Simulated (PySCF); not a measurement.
# The bond of TlSe, level by level

One table from this session's results is given with a row withheld; the runs are named, their logs left out.

Method: Tl def2-TZVPP with ECP60, Se def2-TZVPP, scalar-relativistic core potentials; program: PySCF 2.14.0.

Set-up of the first run:

A driver script around PySCF takes these settings:

```
atoms                         : Tl, Se
charge                        : 0
basis                         : Tl def2-TZVPP with ECP60, Se def2-TZVPP
Hamiltonian                   : scalar-relativistic core potentials
basis functions               : 98
electrons treated             : 55
masses in u                   : 204.9744, 79.9165
levels                        : PBE0, PBE, r²SCAN, M06-2X, r²SCAN0, BP86, PBEsol, ωB97M-V, HF, MP2, SCS-MP2, CCSD, CCSD(T)
grid                          : 80 radial by 434 angular points
occupations                   : held fixed by the projection of orbital angular momentum
dissociation limit            : Tl + Se, each in its ground configuration
starting distance in angstrom : 2.545
values of 2S to try           : 1, 3
```

Started as:

```
OMP_NUM_THREADS=2 python dia.py task.json out
```

Among the steps run: Set-up; First curve: PBE0; Higher solutions at PBE0; PBE; r²SCAN (meta-GGA); M06-2X; r²SCAN0 (hybrid meta-GGA); BP86 (GGA); PBEsol (GGA); ωB97M-V (range-separated hybrid); UHF; Correlated methods on the Hartree–Fock reference.

One table of the session follows, with a row left open; its other results are not shown here.

It belongs to the step «The curves together». Energy (eV) from each level's lowest point:

```
R (Å)    UHF  UHF-MP2  UHF-SCS-MP2  UHF-CCSD  UHF-CCSD(T)
2.337  0.842    0.692        0.760       n/a          n/a
2.446  0.392    0.292        0.338     0.332        0.330
2.555  0.138    0.081        0.108     0.103        0.102
2.636      ?        ?            ?         ?            ?
2.718  0.000    0.000        0.000     0.000        0.000
2.800  0.004    0.030        0.018     0.020        0.021
2.908  0.061    0.117        0.092     0.096        0.097
3.044  0.187    0.278        0.237     0.244        0.245
3.207  0.385    0.512        0.457     0.464        0.465
3.425  0.684    0.856        0.786       n/a          n/a
```

Estimate the missing values for R (Å) = 2.636.

Worked estimate for «UHF». A straight line through the neighbours (2.555, 0.138) and (2.718, 0.000) gives 0.138 + (0.000 − 0.138) × (2.636 − 2.555) / (2.718 − 2.555) = 0.069; a parabola fitted to 4 rows on both sides gives 0.037.

**Answer.** UHF: 0.040; UHF-MP2: 0.013; UHF-SCS-MP2: 0.025; UHF-CCSD: 0.023; UHF-CCSD(T): 0.023. In «UHF» the line misses by +0.029 and the parabola by -0.003.
